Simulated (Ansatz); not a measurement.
# CH5GaO2Si: the cost of one run

Computed with Ansatz 0.2.0, Gaussian basis. Level: RKS PBE0-D4/def2-TZVP.

The runs, in order: relaxation at PBE0-D4/def2-TZVP; harmonic vibrations at the same level; a single point in def2-TZVPP for the fields.

## 1. Where the work starts

SMILES `[OH][Ga]1[O]C[SiH2]1`, 10 atoms, charge 0, spin multiplicity 1.

Atoms are counted from 1 here; the program's logs count them from 0.

Bond lengths: O1–Ga2 1.759 Å, O1–H6 0.956 Å, Ga2–O3 1.902 Å, Ga2–Si5 2.450 Å, O3–C4 1.402 Å, C4–Si5 1.943 Å, C4–H7 1.096 Å, C4–H8 1.096 Å, Si5–H9 1.474 Å, Si5–H10 1.474 Å. Angles: Ga2–O1–H6 129.1°, O1–Ga2–O3 120.6°, O1–Ga2–Si5 163.3°, O3–Ga2–Si5 76.1°, Ga2–O3–C4 104.0°, O3–C4–Si5 107.6°, O3–C4–H7 109.8°, O3–C4–H8 109.8°, Si5–C4–H7 111.0°, Si5–C4–H8 111.0°, H7–C4–H8 107.6°, Ga2–Si5–C4 72.2°, Ga2–Si5–H9 119.2°, Ga2–Si5–H10 119.5°, C4–Si5–H9 116.6°, C4–Si5–H10 116.6°, H9–Si5–H10 108.9°.

Geometry (Å):

```csv
atom,x (Å),y (Å),z (Å)
O1,-2.94963,0.86212,-0.05444
Ga2,-1.21751,0.56258,-0.00245
O3,-0.53641,-1.20572,-0.16477
C4,0.85294,-1.04388,-0.07490
Si5,1.20999,0.85153,0.16050
H6,-3.66670,0.23987,-0.16763
H7,1.33012,-1.42402,-0.98528
H8,1.24001,-1.62486,0.77006
H9,1.80082,1.25588,1.44868
H10,1.93637,1.52651,-0.92977
```

The start is a GFN2-xTB geometry.

## 2. Geometry optimisation, PBE0-D4/def2-TZVP

in.yaml

```yaml
crystal:
  periodic: [false, false, false]
  atoms:
    - {symbol: O, position_ang: [-2.949630, 0.862120, -0.054440]}
    - {symbol: Ga, position_ang: [-1.217510, 0.562580, -0.002450]}
    - {symbol: O, position_ang: [-0.536410, -1.205720, -0.164770]}
    - {symbol: C, position_ang: [0.852940, -1.043880, -0.074900]}
    - {symbol: Si, position_ang: [1.209990, 0.851530, 0.160500]}
    - {symbol: H, position_ang: [-3.666700, 0.239870, -0.167630]}
    - {symbol: H, position_ang: [1.330120, -1.424020, -0.985280]}
    - {symbol: H, position_ang: [1.240010, -1.624860, 0.770060]}
    - {symbol: H, position_ang: [1.800820, 1.255880, 1.448680]}
    - {symbol: H, position_ang: [1.936370, 1.526510, -0.929770]}
basis:
  gaussian: {orbitals: def2-TZVP}
hamiltonian: {xc: pbe0, dispersion: d4}
relax: {f_tol: 0.005, max_steps: 150}
```

Started as:

```sh
ansatz run in.yaml --threads 4 --pin off --events-out ev --progress --plain --max-ram 10444MiB
```

What time and memory should one allow on 4 threads of Intel Xeon 6975P-C, shared host?

About 21 s, with a peak of 0.68 GiB.
